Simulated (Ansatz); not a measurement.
**HfH (quartet): from Hartree-Fock to the top rungs at distance Hf1–H2 = 4.055 Å, def2-TZVP**

Aim: climb from Hartree-Fock through coupled cluster and multireference methods for HfH (quartet) at one geometry and basis, and see what each rung misses.

Program: Ansatz 0.2.0, Gaussian basis. Level of theory: def2-TZVP, core rule «outside noble gas», up to 4 orbitals frozen. These are calculated values, not measurements.

Plan: UHF; CCSD(T) on ROHF; CCSD(T) on UHF; CISD; CCSDT(Q) on ROHF; CCSDT(Q) on UHF; CASSCF and MRCISD+Q, 5 electrons in 5 orbitals; CASSCF and NEVPT2, 5 electrons in 5 orbitals; Full CI.

33 further runs of the same task are left out: 22 for a known fault of the program, 8 that didn't finish, 3 set aside as unsound or not needed.

### 1 The geometry

The geometry derives from a PBE0/def2-TZVP stationary point (not a proven minimum). One bond is set to the value named and the two fragments are kept rigid. No spin-orbit coupling is included. Elements past krypton take def2 core potentials.

2 atoms, charge 0, spin multiplicity 4.

Atoms are counted from 1 here; the program's logs count them from 0.

No contacts short enough for the rule that draws bonds.

### 2 UHF

The input, in.yaml:

```yaml
crystal:
  periodic: [false, false, false]
  atoms:
    - {symbol: Hf, position_ang: [0.000000, 0.000000, 0.000000]}
    - {symbol: H, position_ang: [0.000000, 0.000000, 4.055000]}
basis:
  gaussian: {orbitals: def2-TZVP}
magnetization: {spin_polarized: true, initial_magnetization: 3}
hamiltonian: {xc: hf}
output: {orbitals: {seedname: orbitals}}
```

On the command line:

```
$ ansatz run in.yaml --threads 1 --pin off --events-out ev --progress --plain --max-ram 2393MiB
```

Further steps of the session: CCSD(T) on ROHF; CCSD(T) on UHF; CISD; CCSDT(Q) on ROHF; CCSDT(Q) on UHF; CASSCF and MRCISD+Q, 5 electrons in 5 orbitals; CASSCF and NEVPT2, 5 electrons in 5 orbitals; Full CI.

**Question.** What will the summary of the whole plan be? Wanted: FCI below the RHF energy; RMP2 from FCI; UMP2 from FCI; RCCSD from FCI; RCCSD(T) from FCI; UCCSD(T) from FCI; RCCSDT(Q) from FCI; UCCSDT(Q) from FCI; NEVPT2 pair from FCI.

As calculated:

| quantity | value |
| --- | --- |
| FCI below the RHF energy | -1.6780 eV |
| RMP2 from FCI | +485.3 meV |
| UMP2 from FCI | +430.3 meV |
| RCCSD from FCI | +104.6 meV |
| RCCSD(T) from FCI | +33.5 meV |
| UCCSD(T) from FCI | -33.0 meV |
| RCCSDT(Q) from FCI | -3.1 meV |
| UCCSDT(Q) from FCI | -68.6 meV |
| NEVPT2 pair from FCI | +578.7 meV |
| MRCISD+Q pair from FCI | +16.2 meV |
| levels within 1 kcal/mol (43 meV) | UCCSD, RCCSD(T), UCCSD(T), RCCSDT, RCCSDT(Q), MRCISD+Q pair |
| T1 diagnostic | 0.021 |
| effectively unpaired electrons | 3.12 |

In words: RCCSD(T) misses by +33.5 meV, 2.0 % of the correlation energy. CCSD(T) misses by +33.5 meV on the restricted determinant and by -33.0 meV on the unrestricted one; the two need not hold the same state or core. UCCSD(T), UCCSDT, RCCSDT(Q), UCCSDT(Q) fall below full CI: unrestricted runs freeze a spin-polarised core, another one than full CI's, and coupled cluster isn't variational. One determinant dominates. Of the multireference levels listed MRCISD+Q pair comes nearest in total energy (+16.2 meV), which doesn't show that its space is the better one. These misses are within one basis, not against nature; the frozen cores of restricted and unrestricted runs differ, which can shift their rows.
